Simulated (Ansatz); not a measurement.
# C₂H₄Br₂: up Jacob's ladder to CCSD(T)

The task here is to estimate one member of a computed series from the others.

The runs use Ansatz 0.2.0, Gaussian basis; functionals in def2-TZVPP, the program's frozen cores in correlated methods.

The runs, in order: PBE-D4, r2SCAN-D4, PBE0-D4, B3LYP-D4, ωB97X-V, ωB97M-V, B2PLYP; CCSD(T)/def2-TZVPP; MP2/def2-QZVPP; extrapolation to the limit.

**The relaxed structure**

An earlier PBE0-D4 in a triple-zeta def2 set relaxation fixed the geometry.

SMILES `BrCCBr`, 8 atoms, charge 0, spin multiplicity 1.

Atoms are counted from 1 here; the program's logs count them from 0.

Bond lengths: Br1–C2 1.938 Å, C2–C3 1.501 Å, C2–H5 1.090 Å, C2–H6 1.088 Å, C3–Br4 1.938 Å, C3–H7 1.088 Å, C3–H8 1.090 Å. Angles: Br1–C2–C3 113.0°, Br1–C2–H5 105.8°, Br1–C2–H6 106.6°, C3–C2–H5 109.6°, C3–C2–H6 112.0°, H5–C2–H6 109.6°, C2–C3–Br4 113.0°, C2–C3–H7 112.0°, C2–C3–H8 109.6°, Br4–C3–H7 106.6°, Br4–C3–H8 105.8°, H7–C3–H8 109.6°.

The first run:

in.yaml reads:

```yaml
crystal:
  periodic: [false, false, false]
  atoms:
    - {symbol: Br, position_ang: [-2.136858, 0.202689, -0.670805]}
    - {symbol: C, position_ang: [-0.454484, 0.602510, 0.204399]}
    - {symbol: C, position_ang: [0.638515, -0.358803, -0.161366]}
    - {symbol: Br, position_ang: [0.347434, -2.139234, 0.546840]}
    - {symbol: H, position_ang: [-0.182071, 1.607375, -0.119858]}
    - {symbol: H, position_ang: [-0.654029, 0.606064, 1.273693]}
    - {symbol: H, position_ang: [0.743676, -0.466636, -1.238647]}
    - {symbol: H, position_ang: [1.582716, -0.019565, 0.265844]}
basis:
  gaussian: {orbitals: def2-TZVPP}
hamiltonian: {xc: pbe, dispersion: d4}
output: {forces: true, orbitals: {seedname: orbitals}}
```

Among the steps run: PBE-D4 (GGA); r2SCAN-D4 (meta-GGA); PBE0-D4 (hybrid); B3LYP-D4 (hybrid); ωB97X-V (range-separated); ωB97M-V (range-separated); B2PLYP (double hybrid); CCSD(T) in def2-TZVPP; MP2 in def2-QZVPP.

One of the session's tables, all rows but one given; the rest of the session is left out.

```
            method  atomisation energy (kcal/mol)
            PBE-D4                          662.6
         r2SCAN-D4                              ?
           PBE0-D4                          652.2
          B3LYP-D4                          643.2
           ωB97X-V                          645.8
           ωB97M-V                          645.0
            B2PLYP                          637.5
     HF/def2-TZVPP                          468.6
    MP2/def2-TZVPP                          644.0
   CCSD/def2-TZVPP                          620.8
CCSD(T)/def2-TZVPP                          631.8
           MP2/CBS                          661.5
       CCSD(T)/CBS                          649.3
```

Estimate the missing values for r2SCAN-D4.

As computed: atomisation energy (kcal/mol): 649.4. In the column «atomisation energy (kcal/mol)» it lies between CCSD(T)/CBS (649.3) and PBE0-D4 (652.2).
